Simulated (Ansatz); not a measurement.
# TiN (quartet): the correlation ladder, def2-TZVPP

One table from this session's results is given with a row withheld; the runs are named, their logs left out.

Program: Ansatz 0.2.0, Gaussian basis. Level of theory: def2-TZVPP, core rule «outside noble gas», up to 10 orbitals frozen. These are calculated values, not measurements.

Plan: UHF; ROHF; CCSD(T) on UHF.

2 further runs of the same task are left out: 2 set aside as unsound or not needed.

**The system**

The geometry is a PBE0/def2-TZVP stationary point (not a proven minimum) of the parent state, kept for this charge and spin.

2 atoms, charge 0, spin multiplicity 4.

Atoms are counted from 1 here; the program's logs count them from 0.

Bond lengths: Ti1–N2 1.543 Å.

The first run:

in.yaml

```yaml
crystal:
  periodic: [false, false, false]
  atoms:
    - {symbol: Ti, position_ang: [0.000000, 0.000000, 0.000000]}
    - {symbol: N, position_ang: [0.000000, 0.000000, 1.542510]}
basis:
  gaussian: {orbitals: def2-TZVPP}
magnetization: {spin_polarized: true, initial_magnetization: 3}
hamiltonian: {xc: hf}
output: {orbitals: {seedname: orbitals}}
```

Started as:

```sh
> ansatz run in.yaml --threads 1 --pin off --events-out ev --progress --plain --max-ram 2560MiB --backend cpu
```

Among the steps run: UHF; ROHF; CCSD(T) on UHF.

One of the session's tables, all rows but one given; the rest of the session is left out.

It belongs to the step «Misses and costs». 

```
  method  from UCCSD(T) (meV)
    ROHF              +8162.7
     UHF              +7886.6
    UMP2               +647.5
   UCCSD                    ?
UCCSD(T)                    0
```

Estimate the missing values for UCCSD.

The run gave: from UCCSD(T) (meV): +583.1. In the column «from UCCSD(T) (meV)» it lies between UCCSD(T) (0) and UMP2 (+647.5).
